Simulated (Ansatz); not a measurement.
# C2H7AlOS: a ladder of functionals and wavefunction methods

One table from this session's results is given with a row withheld; the runs are named, their logs left out.

Program: Ansatz 0.2.0, Gaussian basis. Level of theory: functionals in def2-TZVPP, the program's frozen cores in correlated methods. These are calculated values, not measurements.

Levels to be run: LDA (SPW92), PBE-D4, revPBE-D4, BLYP-D4, r2SCAN-D4, B97M-V, PBE0-D4, B3LYP-D4, r2SCANh-D4, r2SCAN0-D4, HSE06-D4, BHLYP-D4, CAM-B3LYP-D4, LC-ωPBE, ωB97X-V, ωB97M-V, B2PLYP, PBE-QIDH; CCSD(T)/def2-SVP; CCSD(T)/def2-TZVPP; MP2/def2-QZVPP; extrapolation to the limit; RPA on PBE.

## The relaxed structure

All runs share one geometry, relaxed beforehand with PBE0-D4 in a triple-zeta def2 set.

SMILES `[CH3][AlH][O]CS`, 12 atoms, charge 0, spin multiplicity 1.

Atoms are counted from 1 here; the program's logs count them from 0.

Bond lengths: C1–Al2 1.949 Å, C1–H6 1.095 Å, C1–H7 1.095 Å, C1–H8 1.093 Å, Al2–O3 1.774 Å, Al2–H9 1.590 Å, O3–C4 1.357 Å, C4–S5 1.886 Å, C4–H10 1.094 Å, C4–H11 1.098 Å, S5–H12 1.345 Å. Angles: Al2–C1–H6 111.2°, Al2–C1–H7 110.8°, Al2–C1–H8 112.6°, H6–C1–H7 106.7°, H6–C1–H8 108.1°, H7–C1–H8 107.2°, C1–Al2–O3 117.6°, C1–Al2–H9 122.7°, O3–Al2–H9 115.3°, Al2–O3–C4 107.2°, O3–C4–S5 108.9°, O3–C4–H10 113.8°, O3–C4–H11 114.5°, S5–C4–H10 106.8°, S5–C4–H11 102.6°, H10–C4–H11 109.3°, C4–S5–H12 95.7°.

The first run:

in.yaml

```yaml
crystal:
  periodic: [false, false, false]
  atoms:
    - {symbol: C, position_ang: [-1.624049, 0.946344, 0.893129]}
    - {symbol: Al, position_ang: [-0.364757, -0.524764, 0.676312]}
    - {symbol: O, position_ang: [1.362334, -0.124785, 0.599618]}
    - {symbol: C, position_ang: [1.814275, -0.528709, -0.614039]}
    - {symbol: S, position_ang: [0.340498, -0.757877, -1.768353]}
    - {symbol: H, position_ang: [-2.601849, 0.696720, 0.469140]}
    - {symbol: H, position_ang: [-1.787763, 1.164644, 1.953967]}
    - {symbol: H, position_ang: [-1.276641, 1.870437, 0.423008]}
    - {symbol: H, position_ang: [-0.698796, -2.014765, 1.118949]}
    - {symbol: H, position_ang: [2.485852, 0.188269, -1.096571]}
    - {symbol: H, position_ang: [2.280714, -1.523164, -0.619376]}
    - {symbol: H, position_ang: [0.147180, 0.552249, -2.001685]}
basis:
  gaussian: {orbitals: def2-TZVPP}
hamiltonian: {xc: lda}
output: {orbitals: {seedname: orbitals}}
```

Steps of the session up to this table: LDA; PBE-D4 (GGA); revPBE-D4 (GGA); BLYP-D4 (GGA); r2SCAN-D4 (meta-GGA); B97M-V (meta-GGA); PBE0-D4 (hybrid); B3LYP-D4 (hybrid); r2SCANh-D4 (hybrid); r2SCAN0-D4 (hybrid); HSE06-D4 (hybrid); BHLYP-D4 (hybrid); CAM-B3LYP-D4 (range-separated); LC-ωPBE (range-separated); ωB97X-V (range-separated); ωB97M-V (range-separated); B2PLYP (double hybrid); PBE-QIDH (double hybrid).

One table of the session follows, with a row left open; its other results are not shown here.

It belongs to the step «Orbital energies across the functionals». 

| functional | HOMO (eV) | gap (eV) |
| --- | --- | --- |
| LDA (SPW92) | -6.13 | 4.52 |
| PBE-D4 | -6.03 | 4.61 |
| revPBE-D4 | -5.99 | 4.65 |
| BLYP-D4 | -5.94 | 4.60 |
| r2SCAN-D4 | -6.34 | 5.20 |
| B97M-V | -6.45 | 5.22 |
| PBE0-D4 | -7.40 | 6.92 |
| B3LYP-D4 | -7.20 | 6.45 |
| r2SCANh-D4 | -6.85 | 6.06 |
| r2SCAN0-D4 | -7.61 | 7.32 |
| HSE06-D4 | -7.00 | 6.14 |
| BHLYP-D4 | ? | ? |
| CAM-B3LYP-D4 | -8.80 | 9.33 |
| LC-ωPBE | -10.12 | 11.89 |
| ωB97X-V | -9.80 | 11.41 |
| ωB97M-V | -9.65 | 11.00 |

Q: Estimate the row for BHLYP-D4 from the others.

Worked estimate for «HOMO (eV)». Against the share of exact exchange, BLYP-D4 (0, -5.94), B3LYP-D4 (0.2, -7.20) give a slope of -6.30 per unit share; at 0.5 the line stands at -9.09.

As computed: HOMO (eV): -8.69; gap (eV): 9.12. In «HOMO (eV)» the line misses by -0.40.
